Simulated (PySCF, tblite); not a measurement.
# C₇H₁₂FN: infrared bands and NMR shifts

Aim: predict the infrared bands and NMR shifts of C₇H₁₂FN (`C=C(CC)[C@@H]1NC[C@@H]1F`).

Computed with tblite 0.8.0 and PySCF 2.14.0, with density-fitted response routines of our own, on a single molecule in the gas phase. Atoms count from 0, in the outputs and in this text.

**1. Starting geometry**

21 atoms, charge 0, multiplicity 1; geometry from: GFN2-xTB.

Bonds of the start (Å): C0–C1 1.32, C1–C2 1.50, C2–C3 1.53, C1–C4 1.51, C4–N5 1.47, N5–C6 1.47, C6–C7 1.53, C7–F8 1.37, C7–C4 1.55, C0–H9 1.08, C0–H10 1.08, C2–H11 1.09, C2–H12 1.09, C3–H13 1.09, C3–H14 1.09, C3–H15 1.09, C4–H16 1.10, N5–H17 1.01, C6–H18 1.09, C6–H19 1.09, C7–H20 1.09.

**2. Infrared spectrum with GFN2-xTB**

The job: settings as JSON, then the geometry in Å.

```
{"job": {"kind": "ir", "xc": "GFN2-xTB", "basis": "xTB"}, "charge": 0, "multiplicity": 1}
C     -0.787373    -1.359828    -0.904906
C     -0.512585    -0.407981    -0.027576
C     -1.237966    -0.297268     1.285458
C     -2.355148     0.745677     1.221243
C      0.549941     0.635959    -0.245318
N      1.128117     0.789517    -1.584945
C      2.325969     0.029527    -1.219146
C      1.947763     0.196611     0.252491
F      1.991740    -0.942715     1.010197
H     -1.544966    -2.098156    -0.707189
H     -0.281328    -1.457578    -1.851509
H     -1.669198    -1.266292     1.540524
H     -0.528252    -0.024421     2.069686
H     -3.072735     0.481089     0.447564
H     -1.956718     1.731816     0.994321
H     -2.875415     0.797798     2.174769
H      0.212831     1.597687     0.155839
H      0.572608     0.422354    -2.348659
H      3.252453     0.504540    -1.545068
H      2.326740    -1.024731    -1.513308
H      2.504601     0.963338     0.795060
```

**Question.** This job is followed by: GIAO PBE0/pcSseg-1 NMR shielding, non-relativistic, gas phase. Predict these results of the whole session: strongest single infrared mode (GFN2-xTB); zero-point energy (GFN2-xTB); ¹³C shifts against TMS (PBE0/pcSseg-1); ¹H shifts against TMS (PBE0/pcSseg-1, means over atoms taken as alike); ¹⁵N shifts against NH3 (PBE0/pcSseg-1); ¹⁹F shifts against CFCl3 (PBE0/pcSseg-1).

As calculated:

```
                                                              quantity                                                           value
                             strongest single infrared mode (GFN2-xTB)                                             820 cm⁻¹, 55 km/mol
                                          zero-point energy (GFN2-xTB)                                                  111.6 kcal/mol
                                ¹³C shifts against TMS (PBE0/pcSseg-1)                  160.5, 113.3, 89.0, 69.3, 57.2, 34.2, 17.6 ppm
¹H shifts against TMS (PBE0/pcSseg-1, means over atoms taken as alike)  5.48, 5.34, 5.24, 4.57, 3.92, 3.85, 2.37, 1.92, 1.12, 0.72 ppm
                                ¹⁵N shifts against NH3 (PBE0/pcSseg-1)                                                        29.3 ppm
                              ¹⁹F shifts against CFCl3 (PBE0/pcSseg-1)                                                      -208.6 ppm
```

No mode is imaginary among the 57: a minimum at this level. The strongest single mode, at 820 cm⁻¹, has its largest shares on H17, H11 and H12 (the list is cut at 3 atoms). GFN2-xTB is a fitted tight-binding method: band positions and strengths are rough. Its intensities can rank the bands wrongly. C1 (fully substituted alkene carbon) lies farthest downfield among carbon, at 160.5 ppm; the olefinic region. At PBE0/pcSseg-1: Shielding is most anisotropic at C1 (span 252 ppm, paramagnetic term -236 ppm).
